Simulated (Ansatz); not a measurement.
# C6HF4 radical: energies up the ladder

Wanted for C6HF4 radical: energies up the ladder. Spin multiplicity 2.

Computed with Ansatz 0.2.0 (the levels named in each step, unless a step's input says otherwise).

## (1) The system as given

Bond lengths: F1–C2 1.331 Å, C2–C3 1.365 Å, C3–C4 1.358 Å, C4–C5 1.393 Å, C5–F6 1.335 Å, C5–C7 1.393 Å, C7–F8 1.336 Å, C2–C9 1.403 Å, C7–C9 1.392 Å, C9–F10 1.334 Å, C4–H11 1.078 Å. Angles (14 of 16 angles, heavy atoms first): F1–C2–C3 123.5°, F1–C2–C9 119.4°, C3–C2–C9 117.1°, C2–C3–C4 125.4°, C3–C4–C5 117.3°, C4–C5–F6 119.7°, C4–C5–C7 120.3°, F6–C5–C7 120.0°, C5–C7–F8 120.3°, C5–C7–C9 120.1°, F8–C7–C9 119.6°, C2–C9–C7 119.9°, C2–C9–F10 119.9°, C7–C9–F10 120.2°.

As a file:

```xyz
11

F     2.5489   -1.1595    0.0722
C     1.2474   -0.8869    0.0201
C     0.2795   -1.8454   -0.0720
C    -1.0573   -1.6107   -0.1276
C    -1.4742   -0.2819   -0.0844
F    -2.7768    0.0051   -0.1356
C    -0.5387    0.7454    0.0086
F    -0.9391    2.0191    0.0508
C     0.8208    0.4489    0.0604
F     1.7186    1.4314    0.1465
H    -1.7886   -2.3994   -0.2015
```

## (2) A rough first relaxation, PBE-D4/def2-SVPD

input.yaml reads:

```yaml
crystal:
  periodic: [false, false, false]
  atoms:
    - { symbol: F, position_ang: [2.54889, -1.15948, 0.07223] }
    - { symbol: C, position_ang: [1.24742, -0.88694, 0.02011] }
    - { symbol: C, position_ang: [0.27946, -1.84542, -0.07202] }
    - { symbol: C, position_ang: [-1.05725, -1.61072, -0.12757] }
    - { symbol: C, position_ang: [-1.47415, -0.28186, -0.08441] }
    - { symbol: F, position_ang: [-2.77678, 0.00508, -0.13562] }
    - { symbol: C, position_ang: [-0.53871, 0.74545, 0.00858] }
    - { symbol: F, position_ang: [-0.93907, 2.01912, 0.0508] }
    - { symbol: C, position_ang: [0.82082, 0.44886, 0.06043] }
    - { symbol: F, position_ang: [1.71856, 1.43141, 0.14648] }
    - { symbol: H, position_ang: [-1.78862, -2.39941, -0.20149] }
magnetization:
  spin_polarized: true
  initial_magnetization: 1
basis:
  gaussian: { orbitals: def2-SVPD }
hamiltonian:
  xc: pbe
  dispersion: d4
relax:
  f_tol: 0.03
  max_steps: 200
```

Launch:

```sh
> ansatz run input.yaml --threads 8 --pin off --max-ram 22528MiB --backend cpu --events-out ev --progress --plain --runs-dir out
```

The runs that follow: Relaxation, PBE0-D4/def2-TZVPD; Relaxation, PBE0-D4/def2-SVPD; Frequencies, PBE0-D4/def2-SVPD; Single point, PBE-D4/def2-TZVPPD; Single point, r2SCAN-D4/def2-TZVPPD; Single point, B3LYP-D4/def2-TZVPPD; Single point, wB97M-V/def2-TZVPPD; Single point, B2PLYP/def2-TZVPPD; Single point, PBE0-D4/def2-TZVPPD; Single point, LDA/def2-TZVPPD; Single point, PBE0-D4/def2-SVPD; Single point, PBE-D4/def2-SVPD; The anion of multiplicity 1 at the same geometry, PBE0-D4/def2-TZVPPD; The anion of multiplicity 1 at the same geometry, PBE-D4/def2-TZVPPD; The anion of multiplicity 1 at the same geometry, r2SCAN-D4/def2-TZVPPD; The anion of multiplicity 1 at the same geometry, B3LYP-D4/def2-TZVPPD; The anion of multiplicity 1 at the same geometry, wB97M-V/def2-TZVPPD; The anion of multiplicity 1 at the same geometry, B2PLYP/def2-TZVPPD.

Before running it: what results should come out? Wanted: F1–C2 at PBE0-D4/def2-SVPD; C2–C3 at PBE0-D4/def2-SVPD; C2–C9 at PBE0-D4/def2-SVPD; frequencies at PBE0-D4/def2-SVPD; vertical electron affinity, B2PLYP/def2-TZVPPD.

**Answer**, as computed:

| quantity | value |
| --- | --- |
| F1–C2 at PBE0-D4/def2-SVPD | 1.325 Å |
| C2–C3 at PBE0-D4/def2-SVPD | 1.372 Å |
| C2–C9 at PBE0-D4/def2-SVPD | 1.398 Å |
| frequencies at PBE0-D4/def2-SVPD | 153 to 3219 cm⁻¹ |
| vertical electron affinity, B2PLYP/def2-TZVPPD | 2.038 eV |

**Reading.** The F1–C2 distance agrees within 0.002 Å over the levels. No mode is imaginary, so the geometry is a minimum. For the vertical electron affinity, PBE-D4/def2-TZVPPD comes nearest to B2PLYP/def2-TZVPPD (-0.02 eV) and r2SCAN-D4/def2-TZVPPD is farthest (-0.21 eV).
